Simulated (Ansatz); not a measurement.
# C₂H₈GeS: small, medium and large basis sets

Aim: see how fast density functionals converge with the basis set for C₂H₈GeS.

Method: one geometry, several basis sets; program: Ansatz 0.2.0, Gaussian basis.

Plan: PBE0-D4/def2-SVP; ωB97M-V/def2-SVP; PBE0-D4/def2-QZVPP; ωB97M-V/def2-QZVPP; the functionals' def2-TZVPP values are taken from earlier runs.

## Step 1: The geometry

All runs share one geometry, relaxed beforehand with PBE0-D4 in a triple-zeta def2 set.

12 atoms, charge 0, spin multiplicity 1.

Atoms are counted from 1 here; the program's logs count them from 0.

Bond lengths: C1–Ge2 1.947 Å, C1–H5 1.090 Å, C1–H6 1.091 Å, C1–H7 1.091 Å, Ge2–C3 1.950 Å, Ge2–S4 2.237 Å, Ge2–H8 1.544 Å, C3–H9 1.092 Å, C3–H10 1.091 Å, C3–H11 1.091 Å, S4–H12 1.343 Å. Angles: Ge2–C1–H5 110.5°, Ge2–C1–H6 110.0°, Ge2–C1–H7 110.0°, H5–C1–H6 108.7°, H5–C1–H7 108.8°, H6–C1–H7 108.7°, C1–Ge2–C3 112.1°, C1–Ge2–S4 104.9°, C1–Ge2–H8 111.1°, C3–Ge2–S4 109.9°, C3–Ge2–H8 110.1°, S4–Ge2–H8 108.6°, Ge2–C3–H9 110.2°, Ge2–C3–H10 110.5°, Ge2–C3–H11 109.8°, H9–C3–H10 108.6°, H9–C3–H11 109.1°, H10–C3–H11 108.7° and more.

## Step 2: PBE0-D4 in def2-SVP

Input file in.yaml:

```yaml
crystal:
  periodic: [false, false, false]
  atoms:
    - {symbol: C, position_ang: [-0.728217, 1.016250, -1.291494]}
    - {symbol: Ge, position_ang: [-0.449888, -0.140892, 0.249948]}
    - {symbol: C, position_ang: [1.348557, 0.035014, 0.983959]}
    - {symbol: S, position_ang: [-0.753899, -2.216458, -0.527693]}
    - {symbol: H, position_ang: [-1.734048, 0.883701, -1.690765]}
    - {symbol: H, position_ang: [-0.600755, 2.060884, -1.002124]}
    - {symbol: H, position_ang: [-0.004745, 0.778562, -2.072672]}
    - {symbol: H, position_ang: [-1.501156, 0.132932, 1.347149]}
    - {symbol: H, position_ang: [1.510128, 1.052405, 1.346657]}
    - {symbol: H, position_ang: [1.490941, -0.657088, 1.814733]}
    - {symbol: H, position_ang: [2.085706, -0.189284, 0.212073]}
    - {symbol: H, position_ang: [-0.585625, -2.811226, 0.664329]}
basis:
  gaussian: {orbitals: def2-SVP}
hamiltonian: {xc: pbe0, dispersion: d4}
output: {orbitals: {seedname: orbitals}}
```

Run with:

```sh
$ ansatz run in.yaml --threads 4 --pin off --events-out ev --progress --plain --max-ram 10444MiB
```

After this run come: ωB97M-V in def2-SVP; PBE0-D4 in def2-QZVPP; ωB97M-V in def2-QZVPP.

Q: Predict the results of all the runs planned. Wanted: PBE0-D4: double and triple zeta above quadruple; ωB97M-V: double and triple zeta above quadruple.

As calculated:

```
                                       quantity           value
PBE0-D4: double and triple zeta above quadruple  15.05, 1.68 eV
ωB97M-V: double and triple zeta above quadruple  15.15, 1.64 eV
```

What this shows: PBE0-D4 gains 13.37 eV from double to triple zeta, then 1.68 eV more. Total energies overstate the basis error of differences, where much of it tends to cancel. The LUMO of ωB97M-V is positive and keeps falling with the basis (2.88 to 1.56 eV): an unbound level that the basis holds in place.
